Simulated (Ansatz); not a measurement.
# GeBH₅O (SMILES B[O][GeH3]): one structure at several levels

Aim: energy, forces and dipole at a structure displaced at random from a GFN2-xTB minimum, from CCSD(T) and from density functionals.

Computed with Ansatz 0.2.0, Gaussian basis. Level: single points in def2-TZVPP.

Correlated methods freeze the cores. Filled d shells of the heavier atoms are correlated.

## Step 1: The starting structure

SMILES `B[O][GeH3]`, 8 atoms, charge 0, spin multiplicity 1.

Atoms are counted from 1 here; the program's logs count them from 0.

Bond lengths: B1–O2 1.272 Å, B1–H4 1.145 Å, B1–H5 1.155 Å, O2–Ge3 1.786 Å, Ge3–H6 1.468 Å, Ge3–H7 1.444 Å, Ge3–H8 1.495 Å. Angles: O2–B1–H4 116.6°, O2–B1–H5 116.5°, H4–B1–H5 126.8°, B1–O2–Ge3 150.7°, O2–Ge3–H6 108.6°, O2–Ge3–H7 100.2°, O2–Ge3–H8 103.2°, H6–Ge3–H7 117.5°, H6–Ge3–H8 111.4°, H7–Ge3–H8 114.1°.

As a file:

```xyz
8

B    -0.7448    0.8680   -1.1675
O    -0.1991   -0.1001   -0.5486
Ge    0.6043   -0.7671    0.9008
H    -1.1419    0.6451   -2.2179
H    -0.8604    1.8557   -0.5793
H     0.6397    0.2729    1.9359
H     1.8636   -1.1799    0.3281
H    -0.2881   -1.8992    1.2959
```

## Step 2: CCSD(T)/def2-TZVPP

The input, run/in.yaml:

```yaml
crystal:
  periodic: [false, false, false]
  atoms:
    - {symbol: B, position_ang: [-0.744800, 0.868000, -1.167500]}
    - {symbol: O, position_ang: [-0.199100, -0.100100, -0.548600]}
    - {symbol: Ge, position_ang: [0.604300, -0.767100, 0.900800]}
    - {symbol: H, position_ang: [-1.141900, 0.645100, -2.217900]}
    - {symbol: H, position_ang: [-0.860400, 1.855700, -0.579300]}
    - {symbol: H, position_ang: [0.639700, 0.272900, 1.935900]}
    - {symbol: H, position_ang: [1.863600, -1.179900, 0.328100]}
    - {symbol: H, position_ang: [-0.288100, -1.899200, 1.295900]}
basis:
  gaussian: {orbitals: def2-TZVPP}
correlation: {method: ccsd_t}
output: {forces: true}
```

The command line of these runs was not kept.

## Step 3: PBE0-D4/def2-TZVPP

Changes to run/in.yaml since step 2:

```diff
@@ -13,3 +13,3 @@
   gaussian: {orbitals: def2-TZVPP}
-correlation: {method: ccsd_t}
-output: {forces: true}
+hamiltonian: {xc: pbe0, dispersion: d4}
+output: {forces: true, orbitals: {seedname: orbitals}}
```

## Step 4: wB97M-V/def2-TZVPP

Changes to run/in.yaml since step 3:

```diff
@@ -13,3 +13,3 @@
   gaussian: {orbitals: def2-TZVPP}
-hamiltonian: {xc: pbe0, dispersion: d4}
-output: {forces: true, orbitals: {seedname: orbitals}}
+hamiltonian: {xc: {name: wB97M-V}}
+output: {forces: true}
```

## Step 5: r2SCAN-D4/def2-TZVPP

Changes to run/in.yaml since step 4:

```diff
@@ -13,3 +13,3 @@
   gaussian: {orbitals: def2-TZVPP}
-hamiltonian: {xc: {name: wB97M-V}}
+hamiltonian: {xc: r2scan, dispersion: d4}
 output: {forces: true}
```

## Step 6: PBE-D4/def2-TZVPP

Changes to run/in.yaml since step 5:

```diff
@@ -13,3 +13,3 @@
   gaussian: {orbitals: def2-TZVPP}
-hamiltonian: {xc: r2scan, dispersion: d4}
+hamiltonian: {xc: pbe, dispersion: d4}
 output: {forces: true}
```

## Step 7: B97M-V/def2-TZVPP

Changes to run/in.yaml since step 6:

```diff
@@ -13,3 +13,3 @@
   gaussian: {orbitals: def2-TZVPP}
-hamiltonian: {xc: pbe, dispersion: d4}
+hamiltonian: {xc: {name: B97M-V}}
 output: {forces: true}
```

## Step 8: HSE06-D4/def2-TZVPP

Changes to run/in.yaml since step 7:

```diff
@@ -13,3 +13,3 @@
   gaussian: {orbitals: def2-TZVPP}
-hamiltonian: {xc: {name: B97M-V}}
+hamiltonian: {xc: hse06, dispersion: d4}
 output: {forces: true}
```

(Steps that only read results are left out.)

Q: Predict the outcome of this session. Wanted: energy less free atoms, CCSD(T)/def2-TZVPP; RMS force component; RMS force error; HOMO and LUMO, PBE0-D4; T1 diagnostic.

The runs gave:

| quantity | value |
| --- | --- |
| energy less free atoms, CCSD(T)/def2-TZVPP | -2515.0 kJ/mol |
| RMS force component | 1.114 to 1.238 eV/Å over the methods |
| RMS force error | PBE0-D4 0.158, wB97M-V 0.112, r2SCAN-D4 0.105, PBE-D4 0.185, B97M-V 0.186, HSE06-D4 0.158 eV/Å |
| HOMO and LUMO, PBE0-D4 | -7.48 and -0.07 eV |
| T1 diagnostic | 0.013 |

**Reading.** Against CCSD(T) the functionals' energies less atoms differ by -72.9 to -13.2 kJ/mol, PBE-D4 by -35.8 kJ/mol. A larger basis would deepen the CCSD(T) value, while the functionals are nearly converged already, so the order here is not reliable. For forces r2SCAN-D4 does best and B97M-V worst. Frozen-core CCSD(T) forces in triple zeta carry basis errors of their own, and this is one geometry, so small gaps rank nothing.
